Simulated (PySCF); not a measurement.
# CH3NOSi: the cost of one run

Programs: PySCF 2.14.0, with density-fitted response routines of our own. Each step states its level of theory. These are calculated values for one molecule in the gas phase, unless marked as measured. Atoms are numbered from 0 throughout.

## Step 1: The molecule as given

7 atoms, charge 0, multiplicity 1; geometry from: PBE0-D3(BJ)/def2-SVP.

Bonds of the start (Å): N0–C1 1.16, C1–Si2 1.87, Si2–O3 1.65, Si2–H4 1.48, Si2–H5 1.49, O3–H6 0.96.

## Step 2: NMR shieldings: HF/pcSseg-2

Job settings and geometry (Å):

```
{"job": {"kind": "nmr", "xc": "HF", "basis": "pcSseg-2", "pop": false}, "charge": 0, "multiplicity": 1}
N      2.546130    -0.484756     0.206930
C      1.455516    -0.110281     0.082557
Si    -0.315237     0.454143    -0.096127
O     -1.288811    -0.844504    -0.400203
H     -0.388322     1.348863    -1.272102
H     -0.639434     1.155774     1.175528
H     -1.335742    -1.548338     0.253582
```

Method: GIAO HF/pcSseg-2 NMR shielding, non-relativistic, gas phase.

The run is started by

```bash
OMP_NUM_THREADS=1 python probes_run.py task.json out
```

This one command runs all jobs of the session in turn.

**Question.** How long does this first job take on 1 thread of Arm Neoverse N1, shared host, and how much memory does it need?

About 11 s, with a peak of 0.75 GiB.
